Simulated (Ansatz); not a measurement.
# ClFH2Si + H2: a complex and its separated parts, part 2 of 2

Ansatz 0.2.0, Gaussian basis. Earlier steps stand in the parts before.

### 14 wB97X-V/def2-TZVPP

The inputs:

parta/in.yaml

```yaml
crystal:
  periodic: [false, false, false]
  atoms:
    - {symbol: Si, position_ang: [-0.922215, 0.474497, 0.231704]}
    - {symbol: H, position_ang: [-0.415756, -0.562907, 1.150059]}
    - {symbol: H, position_ang: [-2.155111, 0.084728, -0.478288]}
    - {symbol: Cl, position_ang: [-1.284495, 2.172771, 1.293781]}
    - {symbol: F, position_ang: [0.202610, 0.775837, -0.849986]}
basis:
  gaussian: {orbitals: def2-TZVPP}
hamiltonian: {xc: {name: wB97X-V}}
```

partb/in.yaml

```yaml
crystal:
  periodic: [false, false, false]
  atoms:
    - {symbol: H, position_ang: [2.425967, -1.795796, -0.549143]}
    - {symbol: H, position_ang: [2.148901, -1.149229, -0.797929]}
basis:
  gaussian: {orbitals: def2-TZVPP}
hamiltonian: {xc: {name: wB97X-V}}
```

One command serves all of them, each in its own folder.

Launch:

```sh
$ ansatz run in.yaml --threads 2 --pin off --events-out ev --progress --plain --max-ram 4352MiB
```

Log of parta, shortened:

```text
Functional definition: wB97X-V
  name "wB97X-V"
  cite "Mardirossian & Head-Gordon, Phys. Chem. Chem. Phys. 16, 9904 (2014) doi:10.1039/C3CP54374A"
  cite "Becke, J. Chem. Phys. 107, 8554 (1997) doi:10.1063/1.475007"
  cite "Vydrov & Van Voorhis, J. Chem. Phys. 133, 244103 (2010) doi:10.1063/1.3521275"
[...]
      + integral(e_c_pw_opposite_spin*poly(b97_u_opposite, cos0, cos1)) + vv10(b, c)
875 factors; their error is unknown
161 factors; integrals over basis functions are off by at most 3.1e-5 eV
[...]
mean field -23150.64413867 eV, -850.7704800260 hartree, gradient 4.8e-5 eV, S^2 0.000000; 0 other end points of the search recorded, 0 dependent functions left out
reference -23150.64413713 eV, -850.7704799692 hartree; 21, 21 occupied and 122, 122 virtual orbitals, 875 factors
Total energy: -23150.64413713 eV, -850.7704799692 hartree
```

partb printed, shortened:

```text
[... 5 set-up lines as earlier in the session ...]
[...]
      + integral(e_c_pw_opposite_spin*poly(b97_u_opposite, cos0, cos1)) + vv10(b, c)
118 factors; their error is unknown
42 factors; integrals over basis functions are off by at most 3.0e-5 eV
[...]
mean field -31.90860394 eV, -1.1726195662 hartree, gradient 8.8e-5 eV, S^2 0.000000; 0 other end points of the search recorded, 0 dependent functions left out
reference -31.90860294 eV, -1.1726195295 hartree; 1, 1 occupied and 27, 27 virtual orbitals, 118 factors
Total energy: -31.90860294 eV, -1.1726195295 hartree
```

They took 4.4 s (parta), 0.2 s (partb) on 2 threads of Arm Neoverse V1, shared host.

### 15 wB97M-V/def2-TZVPP

The same edit goes into each in.yaml of step 14 (parta, partb):

```diff
-hamiltonian: {xc: {name: wB97X-V}}
+hamiltonian: {xc: {name: wB97M-V}}
```

Each run has its own folder and the same command.

Launch:

```sh
$ ansatz run in.yaml --threads 2 --pin off --events-out ev --progress --plain --max-ram 4352MiB
```

Output in parta, shortened:

```text
Functional definition: wB97M-V
  name "wB97M-V"
  cite "Mardirossian & Head-Gordon, J. Chem. Phys. 144, 214110 (2016) doi:10.1063/1.4952647"
[... 2 set-up lines as earlier in the session ...]
  # Of w^i u^j: cxij and so on, Table III.
[...]
  gx(w, u) = 1 - cx + cx01*u + cx10*w
[...]
      + integral(e_c_pw_mod_opposite_spin*gos(b97_w_opposite, b97_u_opposite)) + vv10(b, c)
875 factors; their error is unknown
161 factors; integrals over basis functions are off by at most 3.1e-5 eV
[...]
mean field -23152.76832768 eV, -850.8485425322 hartree, gradient 5.8e-5 eV, S^2 0.000000; 0 other end points of the search recorded, 0 dependent functions left out
reference -23152.76836549 eV, -850.8485439217 hartree; 21, 21 occupied and 122, 122 virtual orbitals, 875 factors
Total energy: -23152.76836549 eV, -850.8485439217 hartree
```

Output in partb, shortened:

```text
[... 5 set-up lines as earlier in the session ...]
  # Of w^i u^j: cxij and so on, Table III.
[...]
  gx(w, u) = 1 - cx + cx01*u + cx10*w
[...]
      + integral(e_c_pw_mod_opposite_spin*gos(b97_w_opposite, b97_u_opposite)) + vv10(b, c)
118 factors; their error is unknown
42 factors; integrals over basis functions are off by at most 3.0e-5 eV
[...]
mean field -31.60112341 eV, -1.1613198654 hartree, gradient 7.4e-6 eV, S^2 0.000000; 0 other end points of the search recorded, 0 dependent functions left out
reference -31.60114767 eV, -1.1613207568 hartree; 1, 1 occupied and 27, 27 virtual orbitals, 118 factors
Total energy: -31.60114767 eV, -1.1613207568 hartree
```

They took 4.9 s (parta), 0.25 s (partb) on 2 threads of Arm Neoverse V1, shared host.

### 16 B2PLYP/def2-TZVPP

Each input of step 15 (parta, partb) changes in the same lines:

```diff
-hamiltonian: {xc: {name: wB97M-V}}
+hamiltonian: {xc: {name: B2PLYP}}
```

Each run has its own folder and the same command.

Launch:

```sh
$ ansatz run in.yaml --threads 2 --pin off --events-out ev --progress --plain --max-ram 4352MiB
```

Output in parta, shortened:

```text
Functional definition: B2PLYP
  name "B2PLYP"
  cite "Grimme, J. Chem. Phys. 124, 034108 (2006) doi:10.1063/1.2148954"
[... 2 set-up lines as earlier in the session ...]
[...]
852 factors; integrals over basis functions are off by at most 6.1e-4 eV
[...]
mean field -23141.54585918 eV, -850.4361244218 hartree, gradient 1.9e-6 eV, S^2 0.000000; 0 other end points of the search recorded, 0 dependent functions left out
11 core orbitals not correlated: weight in the atoms' cores, before any rotation towards them, 1.000 or more for the frozen orbitals, at most 0.000 for the correlated occupied ones
reference -23141.54600099 eV, -850.4361296332 hartree; 10, 10 occupied and 122, 122 virtual orbitals, 852 factors
second order -18.31575034 eV of doubles, -0.00000000 eV of singles
Total energy: -23146.49125358 eV, -850.6178643139 hartree
```

Log of partb, shortened:

```text
[... 5 set-up lines as earlier in the session ...]
[...]
145 factors; integrals over basis functions are off by at most 7.3e-4 eV
[...]
mean field -31.55850380 eV, -1.1597536237 hartree, gradient 1.0e-6 eV, S^2 0.000000; 0 other end points of the search recorded, 0 dependent functions left out
reference -31.55859322 eV, -1.1597569096 hartree; 1, 1 occupied and 27, 27 virtual orbitals, 145 factors
second order -1.02365429 eV of doubles, -0.00000000 eV of singles
Total energy: -31.83497987 eV, -1.1699139319 hartree
```

Times: 2.4 s (parta), 0.15 s (partb) on 2 threads of Arm Neoverse V1, shared host.

### 17 PBE-QIDH/def2-TZVPP

The same edit goes into each in.yaml of step 16 (parta, partb):

```diff
-hamiltonian: {xc: {name: B2PLYP}}
+hamiltonian: {xc: {name: PBE-QIDH}}
```

The same command starts each run, in its folder.

Launch:

```sh
$ ansatz run in.yaml --threads 2 --pin off --events-out ev --progress --plain --max-ram 4352MiB
```

parta printed, shortened:

```text
Functional definition: PBE-QIDH
  name "PBE-QIDH"
  cite "Brémond, Sancho-García, Pérez-Jiménez & Adamo, J. Chem. Phys. 141, 031101 (2014) doi:10.1063/1.4890314"
[... 1 set-up line as earlier in the session ...]
[...]
852 factors; integrals over basis functions are off by at most 6.1e-4 eV
[...]
mean field -23134.10290706 eV, -850.1626009762 hartree, gradient 2.5e-6 eV, S^2 0.000000; 0 other end points of the search recorded, 0 dependent functions left out
11 core orbitals not correlated: weight in the atoms' cores, before any rotation towards them, 1.000 or more for the frozen orbitals, at most 0.000 for the correlated occupied ones
reference -23134.10291732 eV, -850.1626013534 hartree; 10, 10 occupied and 122, 122 virtual orbitals, 852 factors
second order -17.08062095 eV of doubles, -0.00000000 eV of singles
Total energy: -23139.79645764 eV, -850.3718351008 hartree
```

Log of partb, shortened:

```text
[... 4 set-up lines as earlier in the session ...]
[...]
145 factors; integrals over basis functions are off by at most 7.3e-4 eV
[...]
mean field -31.52726400 eV, -1.1586055819 hartree, gradient 1.4e-6 eV, S^2 0.000000; 0 other end points of the search recorded, 0 dependent functions left out
reference -31.52727041 eV, -1.1586058178 hartree; 1, 1 occupied and 27, 27 virtual orbitals, 145 factors
second order -0.95919836 eV of doubles, -0.00000000 eV of singles
Total energy: -31.84700320 eV, -1.1703557810 hartree
```

They took 2.5 s (parta), 0.1 s (partb) on 2 threads of Arm Neoverse V1, shared host.

### 18 RPA on PBE/def2-TZVPP

Each input of step 17 (parta, partb) changes in the same lines:

```diff
-hamiltonian: {xc: {name: PBE-QIDH}}
+hamiltonian: {xc: pbe}
+correlation: {method: rpa}
```

The same command starts each run, in its folder.

Launch:

```sh
$ ansatz run in.yaml --threads 2 --pin off --events-out ev --progress --plain --max-ram 4352MiB
```

Log of parta, shortened:

```text
[... 4 set-up lines as earlier in the session ...]
[...]
852 factors; integrals over basis functions are off by at most 6.1e-4 eV
[...]
mean field -23142.70885211 eV, -850.4788636235 hartree, gradient 2.3e-6 eV, S^2 0.000000; 0 other end points of the search recorded, 0 dependent functions left out
11 core orbitals not correlated: weight in the atoms' cores, before any rotation towards them, 1.000 or more for the frozen orbitals, at most 0.000 for the correlated occupied ones
reference -23107.47942360 eV, -849.1842060050 hartree; 10, 10 occupied and 122, 122 virtual orbitals, 852 factors
Total energy: -23132.34336593 eV, -850.0979390326 hartree
```

partb printed, shortened:

```text
[... 4 set-up lines as earlier in the session ...]
[...]
145 factors; integrals over basis functions are off by at most 7.3e-4 eV
[...]
mean field -31.73221054 eV, -1.1661372285 hartree, gradient 1.4e-6 eV, S^2 0.000000; 0 other end points of the search recorded, 0 dependent functions left out
reference -30.80641983 eV, -1.1321150474 hartree; 1, 1 occupied and 27, 27 virtual orbitals, 145 factors
Total energy: -32.86230737 eV, -1.2076675210 hartree
```

Wall times: 2.1 s (parta), 0.1 s (partb) on 2 threads of Arm Neoverse V1, shared host.

### 19 CCSD(T)/def2-TZVPP

The same edit goes into each in.yaml of step 18 (parta, partb):

```diff
-hamiltonian: {xc: pbe}
-correlation: {method: rpa}
+correlation: {method: ccsd_t}
```

Each run has its own folder and the same command.

Launch:

```sh
$ ansatz run in.yaml --threads 2 --pin off --events-out ev --progress --plain --max-ram 4352MiB
```

parta printed, shortened:

```text
Functional definition: HF
  name "HF"
  cite "Fock, Z. Phys. 61, 126 (1930) doi:10.1007/BF01340294"
[... 1 set-up line as earlier in the session ...]
[...]
852 factors; integrals over basis functions are off by at most 6.1e-4 eV
[...]
mean field -23108.60840434 eV, -849.2256952822 hartree, gradient 3.4e-6 eV, S^2 0.000000; 0 other end points of the search recorded, 0 dependent functions left out
11 core orbitals not correlated: weight in the atoms' cores, before any rotation towards them, 1.000 or more for the frozen orbitals, at most 0.000 for the correlated occupied ones
reference -23108.60840434 eV, -849.2256952822 hartree; 10, 10 occupied and 122, 122 virtual orbitals, 852 factors
second order -15.26670605 eV of doubles, -0.00000000 eV of singles
cycle   1  -15.68804677 eV  change   -4.2e-1 eV  update   7.8e-2
[...]
cycle   8  -16.08877630 eV  change    2.0e-5 eV  update   2.2e-5
perturbative correction -0.53127337 eV, -0.0195239361 hartree
Total energy: -23125.22845400 eV, -849.8364708418 hartree
```

Output in partb, shortened:

```text
[... 4 set-up lines as earlier in the session ...]
[...]
145 factors; integrals over basis functions are off by at most 7.3e-4 eV
[...]
mean field -30.82772243 eV, -1.1328979034 hartree, gradient 4.3e-7 eV, S^2 0.000000; 0 other end points of the search recorded, 0 dependent functions left out
reference -30.82772243 eV, -1.1328979034 hartree; 1, 1 occupied and 27, 27 virtual orbitals, 145 factors
second order -0.86257075 eV of doubles, -0.00000000 eV of singles
cycle   1  -1.00722276 eV  change   -1.4e-1 eV  update   2.6e-2
[...]
cycle   7  -1.07306648 eV  change    5.9e-7 eV  update   4.1e-7
perturbative correction -0.00000000 eV, -0.0000000000 hartree
Total energy: -31.90078891 eV, -1.1723323693 hartree
```

They took 11 s (parta), 0.1 s (partb) on 2 threads of Arm Neoverse V1, shared host; peak memory 0.79 GiB.

### 20 Vibrations of ClFH2Si

File vib-parta/in.yaml:

```yaml
crystal:
  periodic: [false, false, false]
  atoms:
    - {symbol: Si, position_ang: [-0.922215, 0.474497, 0.231704]}
    - {symbol: H, position_ang: [-0.415756, -0.562907, 1.150059]}
    - {symbol: H, position_ang: [-2.155111, 0.084728, -0.478288]}
    - {symbol: Cl, position_ang: [-1.284495, 2.172771, 1.293781]}
    - {symbol: F, position_ang: [0.202610, 0.775837, -0.849986]}
basis:
  gaussian: {orbitals: def2-TZVP}
hamiltonian: {xc: pbe0, dispersion: d4}
phonons: {temperatures: {t_min: 298.15, t_max: 900, t_step: 200}}
```

Launch:

```sh
$ ansatz run in.yaml --threads 2 --pin off --events-out ev --progress --plain --max-ram 4352MiB
```

The log of the run, shortened:

```text
[... 5 set-up lines as earlier in the session ...]
[...]
780 factors; their error is unknown
[...]
mean field -23144.55361479 eV, -850.5466574016 hartree, gradient 5.1e-5 eV, S^2 0.000000; 0 other end points of the search recorded, 0 dependent functions left out
[...]
Atom 2 at    -2.155111     0.084728    -0.478288 Å, force    -0.000031    -0.000656     0.000061 eV/Å
Atom 3 at    -1.284495     2.172771     1.293781 Å, force     0.000316     0.000935     0.000511 eV/Å
Atom 4 at     0.202610     0.775837    -0.849986 Å, force    -0.000123     0.000301     0.000494 eV/Å
Dipole moment:    -0.141607    -0.227737     0.060784 e Å
Vibrations: 247.77 565.97 640.25 728.18 884.09 924.22 967.04 2277.85 2290.34 cm⁻¹, zero-point energy 0.590520 eV
```

Run time: 30 s. Hardware: 2 threads of Arm Neoverse V1, shared host.

The modes, with what each moves most:

```csv
mode,wavenumber (cm⁻¹),character
1,248,bend
2,566,Si–Cl stretch
3,640,bend
4,728,bend
5,884,bend with Si–F stretch
6,924,bend with Si–F stretch
7,967,bend
8,2278,Si–H stretch
9,2290,Si–H stretch
```

Vibrational sums (real modes only):

```csv
T (K),entropy (J/mol/K),heat capacity (J/mol/K)
298,13.8,25.1
498,31.1,42.0
698,46.9,51.7
898,60.8,57.9
```

### 21 Vibrations of H2

File vib-partb/in.yaml:

```yaml
crystal:
  periodic: [false, false, false]
  atoms:
    - {symbol: H, position_ang: [2.425967, -1.795796, -0.549143]}
    - {symbol: H, position_ang: [2.148901, -1.149229, -0.797929]}
basis:
  gaussian: {orbitals: def2-TZVP}
hamiltonian: {xc: pbe0, dispersion: d4}
phonons: {temperatures: {t_min: 298.15, t_max: 900, t_step: 200}}
```

Launch:

```sh
$ ansatz run in.yaml --threads 2 --pin off --events-out ev --progress --plain --max-ram 4352MiB
```

The log of the run, shortened:

```text
[... 5 set-up lines as earlier in the session ...]
[...]
88 factors; their error is unknown
[...]
mean field -31.78865275 eV, -1.1682114415 hartree, gradient 1.7e-5 eV, S^2 0.000000; 0 other end points of the search recorded, 0 dependent functions left out
[...]
reference -31.78855438 eV, -1.1682078264 hartree; 1, 1 occupied and 11, 11 virtual orbitals, 88 factors
Total energy: -31.79027516 eV, -1.1682710638 hartree
Atom 0 at     2.425967    -1.795796    -0.549143 Å, force    -0.000169     0.000394    -0.000152 eV/Å
Atom 1 at     2.148901    -1.149229    -0.797929 Å, force     0.000169    -0.000394     0.000152 eV/Å
Dipole moment:     0.000000    -0.000000     0.000000 e Å
Vibrations: 4414.89 cm⁻¹, zero-point energy 0.273688 eV
```

It took 0.25 s on 2 threads of Arm Neoverse V1, shared host.

Wavenumbers and character of the modes:

```csv
mode,wavenumber (cm⁻¹),character
1,4415,H–H stretch
```

Vibrational sums (real modes only):

```csv
T (K),entropy (J/mol/K),heat capacity (J/mol/K)
298,0.0,0.0
498,0.0,0.0
698,0.0,0.1
898,0.1,0.4
```

### 22 Complex less separated parts

The complex's own energies come from single points at the same levels.

Rows are in def2-TZVPP; times add the 3 runs of a level on a shared host, so small differences are noise.

Differences are taken before rounding.

```csv
method,rung,complex less parts (kcal/mol),from CCSD(T) (kcal/mol),time
SPW92,LDA,-0.98,-0.60,1.5 s
PBE-D4,GGA,-0.73,-0.35,2.6 s
BLYP-D4,GGA,-0.45,-0.07,2.6 s
r2SCAN-D4,meta-GGA,-0.36,+0.02,5.8 s
B97M-V,meta-GGA,-0.45,-0.08,12 s
PBE0-D4,hybrid,-0.61,-0.23,3.4 s
B3LYP-D4,hybrid,-0.51,-0.13,3.4 s
r2SCAN0-D4,hybrid,-0.41,-0.03,6.4 s
BHLYP-D4,hybrid,-0.56,-0.18,3.4 s
CAM-B3LYP-D4,range-separated hybrid,-0.59,-0.21,3.9 s
wB97X-V,range-separated hybrid,-0.52,-0.14,11 s
wB97M-V,range-separated hybrid,-0.48,-0.10,12 s
B2PLYP,double hybrid,-0.19,+0.18,5.6 s
PBE-QIDH,double hybrid,-0.30,+0.08,5.8 s
RPA on PBE,RPA,-0.25,+0.13,5.1 s
Hartree-Fock,wavefunction,0.06,+0.44,
MP2,wavefunction,-0.35,+0.03,
CCSD,wavefunction,-0.32,+0.06,
CCSD(T),wavefunction,-0.38,0,36 s
```

Among the levels timed on like hardware and quicker than the yardstick, those that no quicker one beats, quickest first: SPW92 (1.5 s, -0.60 kcal/mol); BLYP-D4 (2.6 s, -0.07 kcal/mol); r2SCAN-D4 (5.8 s, +0.02 kcal/mol).

For cost: r2SCAN-D4 gets within 0.02 kcal/mol in 5.8 s, where CCSD(T) took 36 s; the quickest level in the cost chart, SPW92, takes 1.5 s and misses by 0.60 kcal/mol.

The complex's zero-point energy, from a separate PBE0-D4 run, is 0.895 eV.

### 23 What came out

The summary covers parts 1 to 2.

| quantity | value |
| --- | --- |
| complex less parts, CCSD(T)/def2-TZVPP | -0.38 kcal/mol |
| with zero-point energy | +0.34 kcal/mol |
| largest T1 diagnostic | 0.010 |

In words: At CCSD(T) the complex lies 0.38 kcal/mol below its parts. r2SCAN-D4 is the best functional here (+0.02 kcal/mol from CCSD(T)); SPW92 is the worst (-0.60 kcal/mol). Mean unsigned error by rung: LDA 0.60, GGA 0.21, meta-GGA 0.05, hybrid 0.14, range-separated hybrid 0.15, double hybrid 0.13 kcal/mol. PBE-D4 gives a relative energy 0.35 kcal/mol too low, an error of 92 % of the reference. The complex's frequency run has imaginary modes: the structure is no minimum, so both the energy and the zero-point correction are in doubt. No counterpoise was applied, and triple zeta lacks some correlation, so the CCSD(T) reference has a basis error of its own, and close matches with it are partly luck.
